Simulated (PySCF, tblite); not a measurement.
# C3H10FPSi2: geometry, infrared bands and NMR shifts

What infrared bands and NMR shifts should C3H10FPSi2 (`C=CC[Si@@H](F)[SiH2]P`) show?

Computed with tblite 0.8.0 and PySCF 2.14.0, with density-fitted response routines of our own, on a single molecule in the gas phase. Atoms count from 0, in the outputs and in this text.

### Step 1. Starting geometry

17 atoms, charge 0, multiplicity 1; geometry from: force field or distance geometry start.

Bonds of the start (Å): C0–C1 1.36, C1–C2 1.50, C2–Si3 1.88, Si3–F4 1.69, Si3–Si5 2.25, Si5–P6 2.21, C0–H7 1.09, C0–H8 1.07, C1–H9 1.08, C2–H10 1.09, C2–H11 1.12, Si3–H12 1.45, Si5–H13 1.46, Si5–H14 1.47, P6–H15 1.45, P6–H16 1.44.

### Step 2. Relaxing the molecule with GFN2-xTB

The job: settings as JSON, then the geometry in Å.

```
{"job": {"kind": "relax", "xc": "GFN2-xTB", "basis": "xTB"}, "charge": 0, "multiplicity": 1}
C     -2.266400    -1.421100     0.654000
C     -2.237100    -0.169600     0.132900
C     -1.137000     0.074900    -0.858200
Si    -0.009400     1.458300    -0.274600
F     -0.781800     2.511100     0.797200
Si     1.718400     0.492400     0.800200
P      2.867000    -0.572400    -0.758900
H     -3.012000    -1.702100     1.390700
H     -1.554400    -2.156600     0.339600
H     -2.940600     0.595100     0.440400
H     -0.539800    -0.824400    -0.983500
H     -1.622900     0.376200    -1.816600
H      0.497800     2.197300    -1.414600
H      2.582800     1.470900     1.446300
H      1.151700    -0.467300     1.764200
H      4.131900     0.068700    -1.039000
H      3.144500    -1.919200    -0.331100
```

Run with:

```sh
$ OMP_NUM_THREADS=1 python probes_run.py task.json out
```

One launch serves the whole session: the jobs run in the order shown.

**Question.** This job is followed by: GFN2-xTB harmonic vibrations, gas phase; GIAO PBE0/pcSseg-1 NMR shielding, non-relativistic, gas phase. Predict these results of the whole session: strongest single infrared mode (GFN2-xTB); zero-point energy (GFN2-xTB); ¹³C shifts against TMS (PBE0/pcSseg-1); ¹H shifts against TMS (PBE0/pcSseg-1, means over atoms taken as alike); ²⁹Si shifts against TMS (PBE0/pcSseg-1); ¹⁹F shifts against CFCl3 (PBE0/pcSseg-1); ³¹P shifts against H3PO4 (PBE0/pcSseg-1).

**Answer**, as computed:

| quantity | value |
| --- | --- |
| strongest single infrared mode (GFN2-xTB) | 584 cm⁻¹, 412 km/mol |
| zero-point energy (GFN2-xTB) | 71.6 kcal/mol |
| ¹³C shifts against TMS (PBE0/pcSseg-1) | 141.9, 124.6, 29.3 ppm |
| ¹H shifts against TMS (PBE0/pcSseg-1, means over atoms taken as alike) | 6.38, 5.89, 5.86, 5.51, 4.21, 4.15, 2.38, 1.58, 0.97 ppm |
| ²⁹Si shifts against TMS (PBE0/pcSseg-1) | 34.1, -99.5 ppm |
| ¹⁹F shifts against CFCl3 (PBE0/pcSseg-1) | -226.7 ppm |
| ³¹P shifts against H3PO4 (PBE0/pcSseg-1) | -317.2 ppm |

What this shows: Relaxing lowered the energy by 1.015 eV in 159 steps; the close pair that moved most is Si3–F4, from 1.689 to 1.621 Å. No mode is imaginary among the 45: a minimum at this level. The strongest single mode, at 584 cm⁻¹, moves mainly H12. Unscaled tight-binding wavenumbers are off by several per cent, some by more. Its intensities can rank the bands wrongly. C1 (alkene CH) lies farthest downfield among carbon, at 141.9 ppm; as expected for a trigonal carbon in a double bond. H9 (hydrogen on an alkene CH) lies farthest downfield among hydrogen, at 6.38 ppm; attached to an sp2 carbon and in the plane of the double bond. At PBE0/pcSseg-1: Shielding is most anisotropic at C1 (span 243 ppm, paramagnetic term -214 ppm).
